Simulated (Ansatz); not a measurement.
# GeHF (triplet): wave-function methods side by side, cc-pVTZ

The task here is to estimate one member of a computed series from the others.

Method: cc-pVTZ, core rule «outside noble gas», up to 15 orbitals frozen; program: Ansatz 0.2.0, Gaussian basis.

Plan: UHF; CCSD(T) on ROHF; CCSD(T) on UHF; BCCD(T) on ROHF; CCSDT(Q) on ROHF; CCSDT(Q) on UHF.

14 further runs of the same task are left out: 10 for a known fault of the program, 4 set aside as unsound or not needed.

## The geometry

The geometry is a PBE0/def2-TZVP stationary point (not a proven minimum). No spin-orbit coupling is included. The filled d shell of Ge may be among the frozen orbitals whatever the setting's name suggests; the logs give the count.

3 atoms, charge 0, spin multiplicity 3.

Atoms are counted from 1 here; the program's logs count them from 0.

Bond lengths: Ge1–F2 1.745 Å, Ge1–H3 1.562 Å. Angles: F2–Ge1–H3 113.0°.

Coordinates:

```xyz
3

Ge    0.0000   -0.0395    0.3494
F     0.0000    0.0792   -1.3917
H     0.0000    1.3536    1.0549
```

Set-up of the first run:

Input file in.yaml:

```yaml
crystal:
  periodic: [false, false, false]
  atoms:
    - {symbol: Ge, position_ang: [0.000000, -0.039495, 0.349357]}
    - {symbol: F, position_ang: [0.000000, 0.079196, -1.391730]}
    - {symbol: H, position_ang: [0.000000, 1.353574, 1.054945]}
basis:
  gaussian: {orbitals: cc-pVTZ}
magnetization: {spin_polarized: true, initial_magnetization: 2}
hamiltonian: {xc: hf}
output: {orbitals: {seedname: orbitals}}
```

Command:

```sh
> ansatz run in.yaml --threads 1 --pin off --events-out ev --progress --plain --max-ram 2816MiB --backend cpu
```

Among the steps run: UHF; CCSD(T) on ROHF; CCSD(T) on UHF; BCCD(T) on ROHF; CCSDT(Q) on ROHF; CCSDT(Q) on UHF.

One table of the session follows, with a row left open; its other results are not shown here.

| method | from UCCSDT(Q) (meV) |
| --- | --- |
| ROHF | +9751.2 |
| UHF | +9669.1 |
| RMP2 | +645.7 |
| UMP2 | +623.3 |
| RCCSD | +336.5 |
| UCCSD | +321.3 |
| RCCSD(T) | +41.5 |
| UCCSD(T) | +28.0 |
| BCCD(T) | +37.2 |
| RCCSDT | +25.5 |
| UCCSDT | +12.3 |
| RCCSDT(Q) | ? |
| UCCSDT(Q) | 0 |

Q: Estimate the row for RCCSDT(Q) from the others.

The run gave: from UCCSDT(Q) (meV): +17.1. In the column «from UCCSDT(Q) (meV)» it lies between UCCSDT (+12.3) and RCCSDT (+25.5).

Some runs used a GPU and others CPU threads alone; cost is compared among the CPU runs only.

With the free atoms at the same levels and basis (separate runs), the atomisation energy is 6.313 eV at UCCSDT(Q), 6.305 eV at RCCSD(T), 6.307 eV at UCCSD(T), 4.479 eV at ROHF.

Caveats from the session: Restricted and unrestricted rows rest on different reference determinants; where their highest levels disagree by more than a few hundredths of an eV, they describe different states and don't form one ladder.
